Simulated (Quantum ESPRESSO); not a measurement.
AgRh, 2 atoms in the cell. The structure is hexagonal, space group P-6m2 (No. 187). The conventional cell has a = 2.778 Å, b = 2.778 Å, c = 4.809 Å, α = 90.00°, β = 90.00°, γ = 120.00°. Ag (site symmetry -6m2) is surrounded by 6 Ag at 2.78 Å and 6 Rh at 2.89 Å. Rh (site symmetry -6m2) is surrounded by 6 Rh at 2.78 Å and 6 Ag at 2.89 Å. The cell comes from a database or a generator and needn't be the stable form of this composition.

- Program: Quantum ESPRESSO 7.5
- Task: Wannier functions
- Functional: PBE
- Potentials or basis: GBRV 1.5 PBE
- Cutoff: 762 eV
- Density cutoff: 6095 eV
- k mesh: 9 × 9 × 5
- Occupations: fermi-dirac, width 0.05 eV
- Spin: no spin polarisation
- Mixing beta: 0.5
- Most SCF iterations: 120
- SCF threshold: 4e-10 Ry
- k mesh for the Wannier functions: 7 × 7 × 4
- Projections: Ag spd, Rh spd

Potentials or basis: GBRV 1.5 PBE.

The run is started by

```bash
$ OMP_NUM_THREADS=1 pw.x -in pw.in > pw.out
$ OMP_NUM_THREADS=1 pw.x -in nscf.in > nscf.out
$ wannier90.x -pp w
$ OMP_NUM_THREADS=1 pw2wannier90.x -in pw2wan.in > pw2wan.out
$ wannier90.x w
$ OMP_NUM_THREADS=1 pw.x -in bands.in > bands.out
```

Hardware: 1 thread of Arm Neoverse V2, on a shared host.

**Question.** Estimate the wall time of this run.

**Answer.** Run time: 7.1 min on 1 thread of Arm Neoverse V2 (shared host), peak memory 0.22 GiB. Counts: scf iterations 13, k pools 1, bands 25, k points 36, g dense 34759.
